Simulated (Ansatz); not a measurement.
# SiGeH (doublet): from Hartree-Fock to the top rungs at a displaced geometry (v2), cc-pVDZ

Aim: climb from Hartree-Fock through coupled cluster and multireference methods for SiGeH (doublet) at one geometry and basis, and see what each rung misses.

Method: cc-pVDZ, core rule «outside noble gas», up to 19 orbitals frozen; program: Ansatz 0.2.0, Gaussian basis.

To be run: UHF; CCSD(T) on ROHF; CCSD(T) on UHF; BCCD(T) on ROHF; CISD; CCSDT(Q) on ROHF; CCSDT(Q) on UHF; CASSCF and MRCISD+Q, 9 electrons in 9 orbitals; CASSCF and NEVPT2, 9 electrons in 9 orbitals.

16 further runs of the same task are left out: 5 that didn't finish, 11 set aside as unsound or not needed.

### 1 The system

The geometry is a PBE0/def2-TZVP stationary point (not a proven minimum) with its atoms shifted at random (size 0.100 Å). No spin-orbit coupling is included. The filled d shell of Ge may be among the frozen orbitals whatever the setting's name suggests; the logs give the count.

3 atoms, charge 0, spin multiplicity 2.

Atoms are counted from 1 here; the program's logs count them from 0.

Bond lengths: Si1–Ge2 2.290 Å, Si1–H3 1.654 Å, Ge2–H3 1.792 Å. Angles: Ge2–Si1–H3 51.0°, Si1–Ge2–H3 45.8°, Si1–H3–Ge2 83.2°.

### 2 UHF

in.yaml reads:

```yaml
crystal:
  periodic: [false, false, false]
  atoms:
    - {symbol: Si, position_ang: [0.118598, -0.042533, 1.640710]}
    - {symbol: Ge, position_ang: [-0.046276, -0.001062, -0.643057]}
    - {symbol: H, position_ang: [0.030345, 1.261681, 0.626537]}
basis:
  gaussian: {orbitals: cc-pVDZ}
magnetization: {spin_polarized: true, initial_magnetization: 1}
hamiltonian: {xc: hf}
output: {orbitals: {seedname: orbitals}}
```

Run with:

```bash
> ansatz run in.yaml --threads 1 --pin off --events-out ev --progress --plain --max-ram 2393MiB
```

The runs that follow: CCSD(T) on ROHF; CCSD(T) on UHF; BCCD(T) on ROHF; CISD; CCSDT(Q) on ROHF; CCSDT(Q) on UHF; CASSCF and MRCISD+Q, 9 electrons in 9 orbitals; CASSCF and NEVPT2, 9 electrons in 9 orbitals.

Q: Predict the results of all the runs planned. Wanted: UCCSDT(Q) below the RHF energy; RMP2 from UCCSDT(Q); UMP2 from UCCSDT(Q); RCCSD from UCCSDT(Q); RCCSD(T) from UCCSDT(Q); UCCSD(T) from UCCSDT(Q); RCCSDT(Q) from UCCSDT(Q); NEVPT2 valence from UCCSDT(Q); MRCISD+Q valence from UCCSDT(Q).

As calculated:

| quantity | value |
| --- | --- |
| UCCSDT(Q) below the RHF energy | -5.3248 eV |
| RMP2 from UCCSDT(Q) | +1111.0 meV |
| UMP2 from UCCSDT(Q) | +1195.5 meV |
| RCCSD from UCCSDT(Q) | +379.8 meV |
| RCCSD(T) from UCCSDT(Q) | +68.2 meV |
| UCCSD(T) from UCCSDT(Q) | +68.2 meV |
| RCCSDT(Q) from UCCSDT(Q) | +3.3 meV |
| NEVPT2 valence from UCCSDT(Q) | +807.1 meV |
| MRCISD+Q valence from UCCSDT(Q) | +17.0 meV |
| levels within 1 kcal/mol (43 meV) | RCCSDT, UCCSDT, RCCSDT(Q), MRCISD+Q valence |
| T1 diagnostic | 0.031 |
| effectively unpaired electrons | 1.05 |

**Reading.** RCCSD(T) lands +68.2 meV from the yardstick (1.3 % of the correlation energy). One determinant dominates. Of the multireference levels listed MRCISD+Q valence comes nearest in total energy (+17.0 meV), which doesn't show that its space is the better one. Coupled cluster took another determinant than the lowest Hartree-Fock one. These misses are within one basis, not against nature; the frozen cores of restricted and unrestricted runs differ, which can shift their rows.
